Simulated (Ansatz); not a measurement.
# C₄H₉LiN₂: one species, many methods

The task here is to estimate one member of a computed series from the others.

Computed with Ansatz 0.2.0, Gaussian basis. Level: functionals in def2-TZVPP, the program's frozen cores in correlated methods.

Levels to be run: LDA (SPW92), PBE-D4, revPBE-D4, BLYP-D4, r2SCAN-D4, B97M-V, PBE0-D4, B3LYP-D4, r2SCANh-D4, r2SCAN0-D4, HSE06-D4, BHLYP-D4, CAM-B3LYP-D4, LC-ωPBE, ωB97X-V, ωB97M-V, B2PLYP, PBE-QIDH; CCSD(T)/def2-SVP; MP2/def2-TZVPP; MP2/def2-QZVPP; RPA on PBE.

## The geometry

An earlier PBE0-D4 in a triple-zeta def2 set relaxation fixed the geometry.

16 atoms, charge 0, spin multiplicity 1.

Atoms are counted from 1 here; the program's logs count them from 0.

Bond lengths: C1–C2 1.506 Å, C1–H8 1.093 Å, C1–H9 1.087 Å, C1–H10 1.093 Å, C2–N3 1.329 Å, C2–Li5 2.189 Å, C2–N6 1.327 Å, N3–C4 1.432 Å, N3–Li5 1.869 Å, C4–H11 1.092 Å, C4–H12 1.102 Å, C4–H13 1.102 Å, Li5–N6 1.872 Å, N6–C7 1.433 Å, C7–H14 1.101 Å, C7–H15 1.101 Å, C7–H16 1.093 Å. Angles: C2–C1–H8 110.0°, C2–C1–H9 112.6°, C2–C1–H10 110.1°, H8–C1–H9 108.6°, H8–C1–H10 106.7°, H9–C1–H10 108.6°, C1–C2–N3 120.5°, C1–C2–Li5 178.7°, C1–C2–N6 123.0°, N3–C2–Li5 58.2°, N3–C2–N6 116.5°, Li5–C2–N6 58.3°, C2–N3–C4 119.9°, C2–N3–Li5 84.6°, C4–N3–Li5 155.5°, N3–C4–H11 109.3°, N3–C4–H12 113.6°, N3–C4–H13 113.6° and more.

Set-up of the first run:

File in.yaml:

```yaml
crystal:
  periodic: [false, false, false]
  atoms:
    - {symbol: C, position_ang: [0.265632, -0.360667, 1.147907]}
    - {symbol: C, position_ang: [-0.064313, 0.082978, -0.252763]}
    - {symbol: N, position_ang: [0.597952, -0.415614, -1.291855]}
    - {symbol: C, position_ang: [1.633938, -1.381039, -1.080205]}
    - {symbol: Li, position_ang: [-0.510631, 0.694998, -2.307047]}
    - {symbol: N, position_ang: [-1.010813, 0.972812, -0.524691]}
    - {symbol: C, position_ang: [-1.784620, 1.570489, 0.523227]}
    - {symbol: H, position_ang: [0.121018, -1.440076, 1.242587]}
    - {symbol: H, position_ang: [-0.342712, 0.137745, 1.898779]}
    - {symbol: H, position_ang: [1.318713, -0.164544, 1.365122]}
    - {symbol: H, position_ang: [2.057112, -1.674504, -2.043526]}
    - {symbol: H, position_ang: [1.283613, -2.305860, -0.595023]}
    - {symbol: H, position_ang: [2.470566, -1.004533, -0.470473]}
    - {symbol: H, position_ang: [-2.372103, 0.846164, 1.107973]}
    - {symbol: H, position_ang: [-1.184539, 2.151137, 1.240476]}
    - {symbol: H, position_ang: [-2.501709, 2.267918, 0.083812]}
basis:
  gaussian: {orbitals: def2-TZVPP}
hamiltonian: {xc: lda}
output: {orbitals: {seedname: orbitals}}
```

On the command line:

```bash
ansatz run in.yaml --threads 4 --pin off --events-out ev --progress --plain --max-ram 11315MiB
```

Steps of the session up to this table: LDA; PBE-D4 (GGA); revPBE-D4 (GGA); BLYP-D4 (GGA); r2SCAN-D4 (meta-GGA); B97M-V (meta-GGA); B3LYP-D4 (hybrid); r2SCANh-D4 (hybrid); r2SCAN0-D4 (hybrid); HSE06-D4 (hybrid); BHLYP-D4 (hybrid); CAM-B3LYP-D4 (range-separated); LC-ωPBE (range-separated); ωB97X-V (range-separated); ωB97M-V (range-separated); B2PLYP (double hybrid); PBE-QIDH (double hybrid).

One of the session's tables, all rows but one given; the rest of the session is left out.

It belongs to the step «Orbital energies across the functionals». 

| functional | HOMO (eV) | gap (eV) |
| --- | --- | --- |
| LDA (SPW92) | -3.88 | 3.09 |
| PBE-D4 | -3.73 | 2.85 |
| revPBE-D4 | -3.67 | 2.71 |
| BLYP-D4 | -3.62 | 2.70 |
| r2SCAN-D4 | -3.89 | 3.72 |
| B97M-V | -3.95 | 3.19 |
| PBE0-D4 | -4.84 | 4.49 |
| B3LYP-D4 | -4.65 | 4.05 |
| r2SCANh-D4 | -4.31 | 4.26 |
| r2SCAN0-D4 | -4.96 | 5.06 |
| HSE06-D4 | -4.44 | 3.82 |
| BHLYP-D4 | -5.89 | 5.84 |
| CAM-B3LYP-D4 | -6.13 | 6.22 |
| LC-ωPBE | -7.39 | 8.23 |
| ωB97X-V | -7.08 | 7.90 |
| ωB97M-V | ? | ? |

**Question.** Estimate the row for ωB97M-V.

**Answer.** HOMO (eV): -7.03; gap (eV): 7.20. In the column «HOMO (eV)» it lies between ωB97X-V (-7.08) and CAM-B3LYP-D4 (-6.13).
